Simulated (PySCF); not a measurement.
# C6H3F: the cost of one run

The runs use PySCF 2.14.0, with density-fitted response routines of our own; the level of theory stands in each step. All values are computed, except where a source is named. Atoms are numbered from 0 throughout.

## 1. The molecule as given

10 atoms, charge 0, multiplicity 1; geometry from: GFN2-xTB. The atoms were then displaced at random by about 0.01 Å, so the start is not that level's minimum.

Bonds of the start (Å): C0–C1 1.23, C1–C2 1.42, C2–C3 1.31, C3–F4 1.34, C3–C5 1.45, C5–C6 1.19, C0–H7 1.04, C2–H8 1.05, C6–H9 1.06.

## 2. Optimising the geometry at PBE0-D3(BJ)/def2-SVP

What the job is given:

```
{"job": {"xc": "PBE0", "basis": "def2-SVP", "d3": "d3bj", "grid": 1, "shake": 0.01, "kind": "geom"}, "charge": 0, "multiplicity": 1}
C      3.029240     0.266710     0.029730
C      1.846280     0.228830    -0.296920
C      0.479030     0.157840    -0.669030
C     -0.454910    -0.136100     0.194910
F     -0.226410    -0.394710     1.489240
C     -1.854650    -0.211770    -0.158220
C     -3.010980    -0.291880    -0.419960
H      4.035410     0.350110     0.293410
H      0.247550     0.359420    -1.674180
H     -4.040120    -0.349400    -0.662880
```

On the command line:

```console
OMP_NUM_THREADS=1 python probes_run.py task.json out
```

This one command runs all jobs of the session in turn.

**Question.** How long does this first job take on 1 thread of Arm Neoverse V1, shared host, and how much memory does it need?

About 34 s, with a peak of 0.43 GiB.
